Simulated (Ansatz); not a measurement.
# C2H2OSe (SMILES C#CO[SeH]): one structure at several levels

One table from this session's results is given with a row withheld; the runs are named, their logs left out.

Program: Ansatz 0.2.0, Gaussian basis. Level of theory: single points in def2-TZVPP. These are calculated values, not measurements.

Correlated methods freeze the cores. Filled d shells of the heavier atoms are correlated.

## The system as given

SMILES `C#CO[SeH]`, 6 atoms, charge 0, spin multiplicity 1.

Atoms are counted from 1 here; the program's logs count them from 0.

Bond lengths: C1–C2 1.258 Å, C1–H5 1.102 Å, C2–O3 1.351 Å, O3–Se4 1.965 Å, Se4–H6 1.498 Å. Angles: C2–C1–H5 171.5°, C1–C2–O3 177.4°, C2–O3–Se4 120.7°, O3–Se4–H6 94.9°.

Geometry (Å):

```xyz
6
C2H2OSe
C     1.7763    0.1098    0.1765
C     0.5960   -0.2757    0.3814
O    -0.6899   -0.6301    0.5990
Se   -2.0400   -0.4213   -0.8134
H     2.8474    0.3651    0.1335
H    -2.4587    0.9526   -0.3867
```

Set-up of the first run:

run/in.yaml

```yaml
crystal:
  periodic: [false, false, false]
  atoms:
    - {symbol: C, position_ang: [1.776300, 0.109800, 0.176500]}
    - {symbol: C, position_ang: [0.596000, -0.275700, 0.381400]}
    - {symbol: O, position_ang: [-0.689900, -0.630100, 0.599000]}
    - {symbol: Se, position_ang: [-2.040000, -0.421300, -0.813400]}
    - {symbol: H, position_ang: [2.847400, 0.365100, 0.133500]}
    - {symbol: H, position_ang: [-2.458700, 0.952600, -0.386700]}
basis:
  gaussian: {orbitals: def2-TZVPP}
correlation: {method: ccsd_t}
output: {forces: true}
```

The command line of these runs was not kept.

Steps of the session up to this table: CCSD(T)/def2-TZVPP; PBE0-D4/def2-TZVPP; wB97M-V/def2-TZVPP; r2SCAN-D4/def2-TZVPP; PBE-D4/def2-TZVPP; r2SCANh-D4/def2-TZVPP; SPW92/def2-TZVPP.

One table of the session follows, with a row left open; its other results are not shown here.

| method | RMS force component (eV/Å) | angle to CCSD(T) forces (°) | dipole (D) |
| --- | --- | --- | --- |
| CCSD(T) | 0.971 | reference | 1.90 |
| PBE0-D4 | 1.248 | 14.3 | 1.82 |
| wB97M-V | ? | ? | ? |
| r2SCAN-D4 | 1.108 | 20.9 | 1.57 |
| PBE-D4 | 0.902 | 28.1 | 1.51 |
| r2SCANh-D4 | 1.216 | 16.7 | 1.69 |
| SPW92 | 1.091 | 29.6 | 1.57 |

Q: Estimate the row for wB97M-V from the others.

**Answer.** RMS force component (eV/Å): 1.362; angle to CCSD(T) forces (°): 9.6; dipole (D): 2.13. In the column «RMS force component (eV/Å)» it is the highest.
